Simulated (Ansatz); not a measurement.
# NbTe (zincblende): equation of state and elastic constants, part 2 of 2

Aim: the bulk modulus of NbTe (zincblende) from energies at several volumes around the relaxed one, then the elastic tensor. The cell was built by placing the elements on the sites of a structure type; the runs don't test whether it is the stable form.

Ansatz 0.2.0; DFT PBEsol, scalar-relativistic, plane waves, PAW.

### 5 Scaling the volume by 1.040

input.yaml

```yaml
crystal:
  lattice:
    - [0.0, 3.1755218438, 3.1755218438]
    - [3.1755218438, 0.0, 3.1755218438]
    - [3.1755218438, 3.1755218438, 0.0]
  atoms:
    - { symbol: Nb, position: [0.0, 0.0, 0.0], spin: 1.55 }
    - { symbol: Te, position: [0.25, 0.25, 0.25] }
basis:
  ecutwfc: 420
  ecutrho_ratio: 4
kpoints:
  mp_grid: { grid: [8, 8, 8] }
hamiltonian:
  xc: pbesol
scf:
  occupations: { method: gaussian, width: 0.05 }
output:
  forces: true
  stress: true
  eigenvalues: true
  populations: true
magnetization:
  spin_polarized: true
```

The program printed:

```text
Warning: RAYON_NUM_THREADS=4 ignored (pool sized by the plan → 4); use --threads N
[... 7 set-up lines as earlier in the session ...]
Crystal: 2 atoms, lattice volume = 64.044 Å³
Basis set: ecut = 420 eV, 1243 PW (Γ), exchange–correlation on 64×64×64 points (8 copies of the dense FFT grid, shifted against one another)
Bands: 20, of which v1, the nominal top of the filled ones, is band 15 counted from 1 (14 counted from 0)
[... 2 set-up lines as earlier in the session ...]
Magnetic group: BNS 216.74 (UNI 1576), of the structure as read, at distance tolerance 4.0e-5 Å
k-points: 29 of 512 (time reversal used)
[... 8 set-up lines as earlier in the session ...]
Starting moments: Σ|m| = 1.55 μB on 1 of 2 sites
[... 2 set-up lines as earlier in the session ...]
SCF iter   1: F=—  HF=-11395.840869 eV  |F-HF|=—  |Δ(HF+E_count)|=         —  Δρ=1.97e-2 (↑1.97e-2 ↓1.92e-2)  dr2=1.22e0  dr2_m=3.57e-2  M=1.708 μB ∫|m|=1.752 μB  β_m=0.30  ethr=3.10e-3  ⟨swp⟩=6.0  Hψ=6215  notcnv=0
Mixer restart at iter 1: flushing history
preconditioner: auto → Kerker (q_TF=auto, 2.391 Å⁻¹)  [metal: Δε(μ)=0.035 eV  Ē_g=7.365 eV  σ=0.050 eV  W_gap=0.35  n_scr=14 (ndim 8)  ℏωp=15.4 eV  f_vac=0.004  D(μ)=3.20/eV (n_scr^D=26)]
spin=Collinear: Kerker preconditioning applied to the charge; magnetization (m = ρ↑ − ρ↓) channel mixes plain (no charge-response kernel on spin).
SCF iter   2: F=—  HF=-11395.764170 eV  |F-HF|=—  |Δ(HF+E_count)|=   7.67e-2  Δρ=1.60e-2 (↑1.39e-2 ↓1.60e-2)  dr2=6.06e-1  dr2_m=3.24e-2  M=1.841 μB ∫|m|=1.894 μB  β_m=0.65  ethr=3.10e-3  ⟨swp⟩=2.0  Hψ=1858  notcnv=0  defer=27
SCF iter   3: F=—  HF=-11395.647811 eV  |F-HF|=—  |Δ(HF+E_count)|=   1.16e-1  Δρ=4.76e-3 (↑4.76e-3 ↓3.30e-3)  dr2=1.41e-2  dr2_m=5.83e-3  M=2.092 μB ∫|m|=2.193 μB  β_m=0.82  ethr=2.09e-3  ⟨swp⟩=2.4  Hψ=1850  notcnv=0  defer=54
SCF iter   4: F=—  HF=-11395.664195 eV  |F-HF|=—  |Δ(HF+E_count)|=         —  Δρ=1.71e-3 (↑1.71e-3 ↓1.04e-3)  dr2=2.44e-3  dr2_m=7.90e-4  M=2.132 μB ∫|m|=2.244 μB  β_m=0.82  ethr=4.86e-5  ⟨swp⟩=2.3  Hψ=2532  notcnv=0  defer=57
Mixer restart at iter 4: flushing history
SCF iter   5: F=—  HF=-11395.664312 eV  |F-HF|=—  |Δ(HF+E_count)|=   1.17e-4  Δρ=7.40e-4 (↑7.40e-4 ↓4.89e-4)  dr2=7.57e-4  dr2_m=1.41e-4  M=2.153 μB ∫|m|=2.268 μB  β_m=0.91  ethr=8.42e-6  ⟨swp⟩=2.7  Hψ=1829  notcnv=0  defer=57
SCF iter   6: F=—  HF=-11395.664357 eV  |F-HF|=—  |Δ(HF+E_count)|=   4.55e-5  Δρ=2.23e-4 (↑2.15e-4 ↓2.23e-4)  dr2=1.19e-4  dr2_m=1.31e-5  M=2.172 μB ∫|m|=2.289 μB  β_m=0.92  ethr=2.61e-6  ⟨swp⟩=2.0  Hψ=1462  notcnv=0  defer=57
SCF iter   7: F=—  HF=-11395.664395 eV  |F-HF|=—  |Δ(HF+E_count)|=   3.83e-5  Δρ=9.73e-5 (↑7.32e-5 ↓9.73e-5)  dr2=2.54e-5  dr2_m=1.39e-6  M=2.182 μB ∫|m|=2.300 μB  β_m=0.96  ethr=4.11e-7  ⟨swp⟩=2.0  Hψ=1927  notcnv=0  defer=57
SCF iter   8: F=—  HF=-11395.664403 eV  |F-HF|=—  |Δ(HF+E_count)|=   7.16e-6  Δρ=3.49e-5 (↑3.49e-5 ↓1.55e-5)  dr2=1.79e-6  dr2_m=1.41e-7  M=2.188 μB ∫|m|=2.306 μB  β_m=0.98  ethr=8.76e-8  ⟨swp⟩=2.0  Hψ=1477  notcnv=0  defer=57
SCF iter   9: F=—  HF=-11395.664407 eV  |F-HF|=—  |Δ(HF+E_count)|=   3.91e-6  Δρ=1.04e-5 (↑9.05e-6 ↓1.04e-5)  dr2=2.99e-7  dr2_m=8.36e-9  M=2.188 μB ∫|m|=2.306 μB  β_m=0.99  ethr=6.16e-9  ⟨swp⟩=2.0  Hψ=1666  notcnv=0  defer=57
SCF iter  10: F=—  HF=-11395.664407 eV  |F-HF|=—  |Δ(HF+E_count)|=   9.23e-8  Δρ=3.56e-6 (↑2.11e-6 ↓3.56e-6)  dr2=1.96e-8  dr2_m=2.06e-9  M=2.188 μB ∫|m|=2.306 μB  β_m=1.00  ethr=1.03e-9  ⟨swp⟩=2.0  Hψ=1407  notcnv=0  defer=57
SCF iter  11: F=-11395.664407 eV  HF=-11395.664407 eV  |F-HF|=2.86e-10  |Δ(HF+E_count)|=   1.47e-8  Δρ=1.20e-6 (↑1.20e-6 ↓6.03e-7)  dr2=1.64e-9  dr2_m=3.15e-10  M=2.187 μB ∫|m|=2.306 μB  ethr=6.77e-11  ⟨swp⟩=6.3  Hψ=4538  notcnv=0
SCF 1 converged in 11 iterations: F = -11395.664407 eV  dr2 = 1.64e-9
SCF converged after 11 iterations
Magnetization: 2.1874 μB (15.5937 up, 13.4063 down)
Absolute magnetization: 2.3078 μB (∫|ρ↑−ρ↓|, with the PAW one-centre terms)
Spin contamination: 0.0173 ħ² per cell (⟨S²⟩ above its minimum at these occupations)
Per-site moments (μB) at R_I (Å): [(1.474056636456364, 1.1344090671388198), (-0.03117361037887315, 1.1344090671388198)]
Free energy (F): -11395.664407 eV
Harris-Foulkes:  -11395.664407 eV  (|F-HF|=2.86e-10)
Internal energy: -11395.661170 eV  (E = F + TS)
E sigma→0 (E₀):  -11395.662788 eV
Entropy (-TS):   -0.003237 eV (-1.618 meV/atom)
Fermi energy:    9.239292 eV
--- Per-component energies (eV) ---
  E_band       = -447.372108
  E_kinetic    = 573.699788
  E_local      = -2567.420321  (includes V_loc(G=0)·N_el)
  E_nonlocal   = -182.351742
  E_hartree    = 1266.962181
  E_xc         = -295.315842
  E_vxc        = -313.452419  (∫ρ·V_xc dr)
  E_paw        = -7604.628160  (= ΣΔE_a)
  E_vpaw       = -491.771754  (= ΣTr[D̂ρ^β])
  E_aug_tail   = -0.000230  (compensation charges beyond the density's cutoff)
  E_ewald      = -2587.170366
  E_core_change = 0.563524  (= ΣΔE_core)
  E_smearing   = -0.003237  (= −TS)
  E_closure    = 0.000000  (closes the sum)
  Σ components = -11395.664407   (vs F -11395.664407, Δ=0.00e0)
--- Forces (eV/Å), atoms counted from 1 ---
  atom   1  Nb     0.00000000    -0.00000000     0.00000000
  atom   2  Te    -0.00000000     0.00000000     0.00000000
  max |Σ_I F_I| component: 2.13e-16 eV/Å
--- Stress (GPa, compression-positive) ---
       -2.194918      -0.000000       0.000000
       -0.000000      -2.194918      -0.000000
        0.000000      -0.000000      -2.194918
  P = ⅓ Tr σ = -2.1949 GPa (-21.949 kbar)
--- Band table (eV; the first three rows and the last of 58) ---
  k-point 0 ↑: bands = ["-46.2295", "-27.9071", "-27.9071", "-27.9071", "-27.8785", "-27.8785", "-22.4174", "-22.4174", "-22.4174", "-3.0757", "5.4131", "5.4131", "5.4131", "8.5791", "8.5791", "10.3416", "12.9113", "12.9113", "12.9113", "14.7598"]
  k-point 1 ↑: bands = ["-46.2294", "-27.9068", "-27.9068", "-27.9058", "-27.8785", "-27.8785", "-22.4229", "-22.4183", "-22.4183", "-2.9958", "5.2029", "5.4588", "5.4588", "8.5439", "8.5439", "10.7332", "12.2137", "12.7061", "12.7061", "14.5809"]
  k-point 2 ↑: bands = ["-46.2292", "-27.9059", "-27.9059", "-27.9025", "-27.8785", "-27.8785", "-22.4362", "-22.4206", "-22.4206", "-2.7952", "4.8086", "5.5586", "5.5586", "8.5383", "8.5383", "10.5458", "11.8527", "12.1129", "12.1129", "14.5756"]
  k-point 28 ↓: bands = ["-45.2207", "-27.9111", "-27.9104", "-27.9055", "-27.8911", "-27.8905", "-21.3035", "-21.2854", "-21.2826", "-2.2407", "5.3440", "5.3884", "6.3712", "8.7680", "9.7503", "10.6210", "10.9243", "11.9008", "15.5482", "16.1055"]
--- Löwdin populations: 2 sites ---
  site symbol       q [e]    m [muB]
     0     Nb     12.9420     2.2536
     1     Te     15.9106    -0.1204
  spilling = 0.005081 (of n_electrons = 29.000000)
```

Wall time 5.8 s (4 threads of an Arm CPU, shared host); peak memory 0.42 GiB.

Read off: volume 32.022 Å³/atom, pressure -2.19 GPa, metallic, moments in the atoms' spheres Nb 1.47 μB.

### 6 The fit

Energies have the smearing extrapolated to zero and count from the lowest point.

```
volume (Å³/atom)  energy (meV/atom)  pressure (GPa)  gap (eV)  moment of atom 1 (μB)
          29.559              11.14            3.06     metal                   1.30
          30.174               2.55            1.42     metal                   1.32
          30.790               0.00            0.00     metal                   1.36
          31.406               2.27           -1.20     metal                   1.41
          32.022               8.80           -2.19     metal                   1.47
```

volume (Å³/atom), energy (meV/atom) and a bar:
```
    29.56       11.1 ##############################
    30.17        2.6 #######
    30.79        0.0 
    31.41        2.3 ######
    32.02        8.8 ########################
```

### 7 The elastic tensor from strained cells

input.yaml

```yaml
crystal:
  lattice:
    - [0.0, 3.1342766319, 3.1342766319]
    - [3.1342766319, 0.0, 3.1342766319]
    - [3.1342766319, 3.1342766319, 0.0]
  atoms:
    - { symbol: Nb, position: [0.0, 0.0, 0.0], spin: 1.49 }
    - { symbol: Te, position: [0.25, 0.25, 0.25] }
basis:
  ecutwfc: 420
  ecutrho_ratio: 4
kpoints:
  mp_grid: { grid: [8, 8, 8] }
hamiltonian:
  xc: pbesol
scf:
  occupations: { method: gaussian, width: 0.05 }
  lower_state_search: "off"
output:
  forces: true
  stress: true
  eigenvalues: true
  populations: true
magnetization:
  spin_polarized: true
elastic:
  mode: relaxed_ion
  stencil: two_point
checkpoint:
  read: start.run
  write: ck
  compress: false
  write_wavefunctions: false
  write_every: 100000
```

The run starts from a saved state of the same cell, the folder start.run.

The program printed:

```text
Warning: RAYON_NUM_THREADS=4 ignored (pool sized by the plan → 4); use --threads N
[... 7 set-up lines as earlier in the session ...]
Crystal: 2 atoms, lattice volume = 61.580 Å³
Basis set: ecut = 420 eV, 1243 PW (Γ), exchange–correlation on 60×60×60 points (8 copies of the dense FFT grid, shifted against one another)
Bands: 20, of which v1, the nominal top of the filled ones, is band 15 counted from 1 (14 counted from 0)
[... 2 set-up lines as earlier in the session ...]
Magnetic group: BNS 216.74 (UNI 1576), of the structure as read, at distance tolerance 3.9e-5 Å
k-points: 29 of 512 (time reversal used)
[... 7 set-up lines as earlier in the session ...]
Initial density: read from a saved state, or passed on in memory by an earlier SCF of this step, an earlier step, the calling program or the single point that the run made first
Stability of the state it starts from, as read at its close in the collinear treatment: not read negative (Ritz values of 1 − χ₀K, real part plus size of imaginary part, from 0.88 to 1.2, by its mixing steps under the symmetry group of the SCF that read it); its run was given moments
Starting moments: Σ|m| = 1.49 μB on 1 of 2 sites; this step starts from the density that it was given
[... 2 set-up lines as earlier in the session ...]
iter 1 solved again at ethr=1.26e-7 eV; its pass at ethr=3.10e-3 eV (dr2=3.66e-5 eV) is discarded
SCF iter   1: F=—  HF=-11395.682355 eV  |F-HF|=—  |Δ(HF+E_count)|=         —  Δρ=4.86e-7 (↑4.01e-7 ↓4.86e-7)  dr2=1.01e-9  dr2_m=1.33e-11  M=2.026 μB ∫|m|=2.130 μB  β_m=0.30  ethr=1.26e-7  ⟨swp⟩=3.6  Hψ=9501  notcnv=0
eigensolver tolerance schedule: the retry pair's looser diagonalisation over-reported the residual by 36230.48 of it (diagonalisation noise at an unbounded share of the residual, at the tolerance the schedule requests for it); recorded, not acted on — ethr = c·dr2/N_el stays at c = 1.0e-1
preconditioner: auto → Kerker (q_TF=auto, 2.406 Å⁻¹)  [metal: Δε(μ)=0.026 eV  Ē_g=7.384 eV  σ=0.050 eV  W_gap=0.27  n_scr=14 (ndim 8)  ℏωp=15.7 eV  f_vac=0.016  D(μ)=3.14/eV (n_scr^D=26)]
spin=Collinear: Kerker preconditioning applied to the charge; magnetization (m = ρ↑ − ρ↓) channel mixes plain (no charge-response kernel on spin).
SCF iter   2: F=—  HF=-11395.682354 eV  |F-HF|=—  |Δ(HF+E_count)|=   8.02e-7  Δρ=4.50e-7 (↑3.74e-7 ↓4.50e-7)  dr2=8.52e-10  dr2_m=6.39e-12  M=2.026 μB ∫|m|=2.130 μB  β_m=0.65  ethr=3.48e-12  ⟨swp⟩=3.7  Hψ=2892  notcnv=0
SCF iter   3: F=—  HF=-11395.682354 eV  |F-HF|=—  |Δ(HF+E_count)|=  5.64e-11  Δρ=3.00e-7 (↑2.56e-7 ↓3.00e-7)  dr2=4.41e-10  dr2_m=2.61e-12  M=2.026 μB ∫|m|=2.130 μB  β_m=0.82  ethr=2.94e-12  ⟨swp⟩=1.0  Hψ=1160  notcnv=0
SCF iter   4: F=—  HF=-11395.682354 eV  |F-HF|=—  |Δ(HF+E_count)|=  1.11e-10  Δρ=2.15e-7 (↑1.55e-7 ↓2.15e-7)  dr2=4.39e-11  dr2_m=3.31e-12  M=2.026 μB ∫|m|=2.130 μB  β_m=0.87  ethr=1.52e-12  ⟨swp⟩=2.1  Hψ=1379  notcnv=0
SCF iter   5: F=—  HF=-11395.682354 eV  |F-HF|=—  |Δ(HF+E_count)|=    0.00e0  Δρ=1.93e-7 (↑1.24e-7 ↓1.93e-7)  dr2=2.71e-11  dr2_m=2.97e-12  M=2.026 μB ∫|m|=2.130 μB  β_m=0.91  ethr=1.51e-13 (applied; sched 1.00e-12)  ⟨swp⟩=1.0  Hψ=1161  notcnv=0
SCF iter   6: F=—  HF=-11395.682354 eV  |F-HF|=—  |Δ(HF+E_count)|=  1.82e-12  Δρ=1.34e-7 (↑8.39e-8 ↓1.34e-7)  dr2=1.31e-11  dr2_m=1.54e-12  M=2.026 μB ∫|m|=2.130 μB  β_m=0.96  ethr=9.35e-14 (applied; sched 1.00e-12)  ⟨swp⟩=1.0  Hψ=1160  notcnv=0
SCF iter   7: F=—  HF=-11395.682354 eV  |F-HF|=—  |Δ(HF+E_count)|=  1.82e-12  Δρ=9.60e-8 (↑5.93e-8 ↓9.60e-8)  dr2=6.39e-12  dr2_m=7.89e-13  M=2.026 μB ∫|m|=2.130 μB  β_m=0.81  ethr=4.52e-14 (applied; sched 1.00e-12)  ⟨swp⟩=1.0  Hψ=1160  notcnv=0
SCF iter   8: F=—  HF=-11395.682354 eV  |F-HF|=—  |Δ(HF+E_count)|=    0.00e0  Δρ=4.86e-8 (↑2.89e-8 ↓4.86e-8)  dr2=1.64e-12  dr2_m=2.11e-13  M=2.026 μB ∫|m|=2.130 μB  β_m=0.91  ethr=2.20e-14 (applied; sched 1.00e-12)  ⟨swp⟩=1.4  Hψ=1395  notcnv=0
SCF iter   9: F=—  HF=-11395.682354 eV  |F-HF|=—  |Δ(HF+E_count)|=  1.82e-12  Δρ=1.53e-8 (↑1.00e-8 ↓1.53e-8)  dr2=1.87e-13  dr2_m=1.76e-14  M=2.026 μB ∫|m|=2.130 μB  β_m=0.95  ethr=5.66e-15 (applied; sched 1.00e-12)  ⟨swp⟩=1.8  Hψ=1480  notcnv=0
SCF iter  10: F=-11395.682354 eV  HF=-11395.682354 eV  |F-HF|=1.82e-12  |Δ(HF+E_count)|=  3.64e-12  Δρ=5.44e-10 (↑5.44e-10 ↓3.88e-10)  dr2=6.73e-16  dr2_m=4.05e-17  M=2.026 μB ∫|m|=2.130 μB  ethr=1.00e-12  ⟨swp⟩=4.0  Hψ=3394  notcnv=0
SCF 1 converged in 10 iterations: F = -11395.682354 eV  dr2 = 6.73e-16
[... 1 line left out ...]
Symmetry: 8 space group operations
k-points: 59 of 512 (time reversal used)
[... 5 lines left out ...]
spin=Collinear: Kerker preconditioning applied to the charge; magnetization (m = ρ↑ − ρ↓) channel mixes plain (no charge-response kernel on spin).
[... 9 lines left out ...]
SCF 2 converged in 10 iterations: F = -11395.682300 eV  dr2 = 7.38e-14
[... 4 lines left out ...]
spin=Collinear: Kerker preconditioning applied to the charge; magnetization (m = ρ↑ − ρ↓) channel mixes plain (no charge-response kernel on spin).
[... 7 lines left out ...]
SCF 3 converged in 8 iterations: F = -11395.682301 eV  dr2 = 3.49e-14
Symmetry: 4 space group operations
k-points: 95 of 512 (time reversal used)
[... 4 lines left out ...]
spin=Collinear: Kerker preconditioning applied to the charge; magnetization (m = ρ↑ − ρ↓) channel mixes plain (no charge-response kernel on spin).
[... 10 lines left out ...]
SCF 4 converged in 11 iterations: F = -11395.682306 eV  dr2 = 8.18e-15
relax step   1: F+E_penalty+E_count = -11395.68230623 eV  Δ(F+E_penalty+E_count) = +0.000e0 eV  max|allowed force component| = 2.724e-2 eV/Å  Δτ_max = 0.0000 Å  (11 SCF iters, accepted)
[... from here on, the SCF cycles and remarks between the steps are left out, and one step in 2 is shown ...]
relax step   2: F+E_penalty+E_count = -11395.68224357 eV  Δ(F+E_penalty+E_count) = +6.266e-5 eV  max|allowed force component| = 4.241e-2 eV/Å  Δτ_max = 0.0041 Å  (10 SCF iters, rejected (line search))
relax step   4: F+E_penalty+E_count = -11395.68235045 eV  Δ(F+E_penalty+E_count) = -9.495e-10 eV  max|allowed force component| = 7.147e-8 eV/Å  Δτ_max = 0.0000 Å  (5 SCF iters, accepted)
relax step   2: F+E_penalty+E_count = -11395.68235045 eV  Δ(F+E_penalty+E_count) = -4.422e-5 eV  max|allowed force component| = 1.533e-5 eV/Å  Δτ_max = 0.0016 Å  (9 SCF iters, accepted)
[... 2 lines left out ...]
spin=Collinear: Kerker preconditioning applied to the charge; magnetization (m = ρ↑ − ρ↓) channel mixes plain (no charge-response kernel on spin).
[... 1 line left out ...]
SCF 11 converged in 2 iterations: F = -11395.682350 eV  dr2 = 3.66e-14
SCF converged after 10 iterations
Magnetization: 2.0264 μB (15.5132 up, 13.4868 down)
Absolute magnetization: 2.1316 μB (∫|ρ↑−ρ↓|, with the PAW one-centre terms)
Spin contamination: 0.0162 ħ² per cell (⟨S²⟩ above its minimum at these occupations)
Per-site moments (μB) at R_I (Å): [(1.3563455130688218, 1.1196748141067479), (-0.023470488217123293, 1.1196748141067479)]
Free energy (F): -11395.682354 eV
Harris-Foulkes:  -11395.682354 eV  (|F-HF|=1.82e-12)
Internal energy: -11395.678428 eV  (E = F + TS)
E sigma→0 (E₀):  -11395.680391 eV
Entropy (-TS):   -0.003927 eV (-1.963 meV/atom)
Fermi energy:    9.764173 eV
--- Per-component energies (eV) ---
  E_band       = -433.295291
  E_kinetic    = 575.099737
  E_local      = -2514.443456  (includes V_loc(G=0)·N_el)
  E_nonlocal   = -182.298039
  E_hartree    = 1247.210972
  E_xc         = -295.924532
  E_vxc        = -314.256188  (∫ρ·V_xc dr)
  E_paw        = -7604.670454  (= ΣΔE_a)
  E_vpaw       = -491.819096  (= ΣTr[D̂ρ^β])
  E_aug_tail   = -0.000192  (compensation charges beyond the density's cutoff)
  E_ewald      = -2621.215986
  E_core_change = 0.563524  (= ΣΔE_core)
  E_smearing   = -0.003927  (= −TS)
  E_closure    = 0.000000  (closes the sum)
  Σ components = -11395.682354   (vs F -11395.682354, Δ=0.00e0)
--- Forces (eV/Å), atoms counted from 1 ---
  atom   1  Nb     0.00000000    -0.00000000    -0.00000000
  atom   2  Te    -0.00000000     0.00000000     0.00000000
  max |Σ_I F_I| component: 2.43e-16 eV/Å
--- Stress (GPa, compression-positive) ---
       -0.000526       0.000000       0.000000
        0.000000      -0.000526      -0.000000
        0.000000      -0.000000      -0.000526
  P = ⅓ Tr σ = -0.0005 GPa (-0.005 kbar)
--- Band table (eV; the first three rows and the last of 58) ---
  k-point 0 ↑: bands = ["-45.6403", "-27.4302", "-27.4302", "-27.4302", "-27.3967", "-27.3967", "-21.8342", "-21.8342", "-21.8342", "-2.7019", "5.8337", "5.8337", "5.8337", "9.1085", "9.1085", "11.0162", "13.6499", "13.6499", "13.6499", "15.4650"]
  k-point 1 ↑: bands = ["-45.6402", "-27.4297", "-27.4297", "-27.4285", "-27.3967", "-27.3967", "-21.8410", "-21.8354", "-21.8354", "-2.6153", "5.6203", "5.8825", "5.8825", "9.0692", "9.0692", "11.4213", "12.9176", "13.4503", "13.4503", "15.2506"]
  k-point 2 ↑: bands = ["-45.6399", "-27.4287", "-27.4287", "-27.4244", "-27.3967", "-27.3967", "-21.8575", "-21.8382", "-21.8382", "-2.3977", "5.2200", "5.9889", "5.9889", "9.0611", "9.0611", "11.1849", "12.5572", "12.8314", "12.8314", "15.2189"]
  k-point 28 ↓: bands = ["-44.6984", "-27.4308", "-27.4300", "-27.4237", "-27.4074", "-27.4066", "-20.8059", "-20.7835", "-20.7802", "-1.7902", "5.7245", "5.8131", "6.8416", "9.1420", "10.1993", "11.0874", "11.4307", "12.4551", "16.2161", "16.8003"]
--- Elastic constants: 2 strain directions × 2 members + reference (group order 24) ---
  dense FFT box of the reference and of every strained cell: 30×30×30
  strains applied: 11, 23; error gains: componentwise 1.00 (the most a stress slope's error grows in a printed constant), spectral 1.73 (1 for all six strains in a standard setting)
  C = ∂σ_k/∂η_j (tension-positive GPa; Voigt order 11 22 33 23 13 12):
        59.924     66.411     66.411     -0.000     -0.000     -0.000
        66.411     59.924     66.411     -0.000      0.000      0.000
        66.411     66.411     59.924     -0.000      0.000      0.000
         0.000      0.000      0.000     -3.382      0.000      0.000
         0.000      0.000     -0.000     -0.000     -3.382     -0.000
         0.000     -0.000      0.000     -0.000     -0.000     -3.382
  reference stress σ⁰ (GPa):      0.001      0.001      0.001      0.000     -0.000     -0.000
  C* (energy form; C + prestress term) asymmetry max|C*_kj − C*_jk| = 1.421e-14 GPa — a small one proves nothing (zero by symmetry where the batch's group is 432, −43m or m−3m); a large one is finite-difference/SCF noise where every solve meets its electron count
  moduli (Voigt/Reuss/Hill, GPa): K = 64.25/64.25/64.25   G = -3.33/-3.33/-3.33   E = -10.15   ν = 0.526
  mechanically stable: NO (min eigenvalue of sym C = -6.49 GPa)
  strain η (Voigt 11):  stress-route row diagonal C_11 = 59.92 GPa, energy-path curvature d²(F+E_count+ΔE)/dδ²/Ω₀ = 59.92 GPa
         δ    σ_11 (GPa)             F (eV)   n_scf  n_hpsi   n_pw
    -2.000e-3      -0.1199      -11395.6823002      10   49306   1243   relax 0 steps, max|allowed force component| 8.93e-17 eV/Å
     2.000e-3       0.1198      -11395.6823011       8   40829   1243   relax 0 steps, max|allowed force component| 5.90e-17 eV/Å
  strain η (Voigt 23):  stress-route row diagonal C_44 = -3.38 GPa, energy-path curvature d²(F+E_count+ΔE)/dδ²/Ω₀ = -3.40 GPa
         δ    σ_23 (GPa)             F (eV)   n_scf  n_hpsi   n_pw
    -2.000e-3       0.0068      -11395.6823504       2   34146   1243   relax 4 steps, max|allowed force component| 7.15e-8 eV/Å
     2.000e-3      -0.0068      -11395.6823504       2   34227   1243   relax 2 steps, max|allowed force component| 1.53e-5 eV/Å
--- Löwdin populations: 2 sites ---
  site symbol       q [e]    m [muB]
     0     Nb     12.9954     2.0919
     1     Te     15.8585    -0.1123
  spilling = 0.005038 (of n_electrons = 29.000000)
```

Run time: 93 s. Hardware: 4 threads of an Arm CPU, shared host; peak memory 0.57 GiB.

In short: volume 30.790 Å³/atom, pressure 0.00 GPa, no gap, moments in the atoms' spheres Nb 1.36 μB.

The elastic tensor (GPa, Voigt order xx, yy, zz, yz, xz, xy, in the frame of the lattice vectors):

```
59.9 66.4 66.4  0.0  0.0  0.0
66.4 59.9 66.4  0.0  0.0  0.0
66.4 66.4 59.9  0.0  0.0  0.0
 0.0  0.0  0.0 -3.4  0.0  0.0
 0.0  0.0  0.0  0.0 -3.4  0.0
 0.0  0.0  0.0  0.0  0.0 -3.4
```

### 8 Outcome

What follows sums up all 2 parts.

| quantity | value |
| --- | --- |
| V0 | 30.789 Å³/atom |
| B0 | 65 GPa |
| scatter of the fit | 0.028 meV/atom |
| C11, C12, C44 | 60, 66, -3 GPa |

In words: The fitted minimum lies at 30.79 Å³/atom, and the bulk modulus is 65 GPa. One per cent of compression takes about 0.65 GPa. The moment on atom 1 grows from 1.30 to 1.47 μB on expansion. The tensor has a negative eigenvalue (-7 GPa), so the cell is mechanically unstable at this level. These are values at 0 K without zero-point motion. Spin–orbit coupling is left out, though the cell holds Te; it can open a gap where p bands cross.
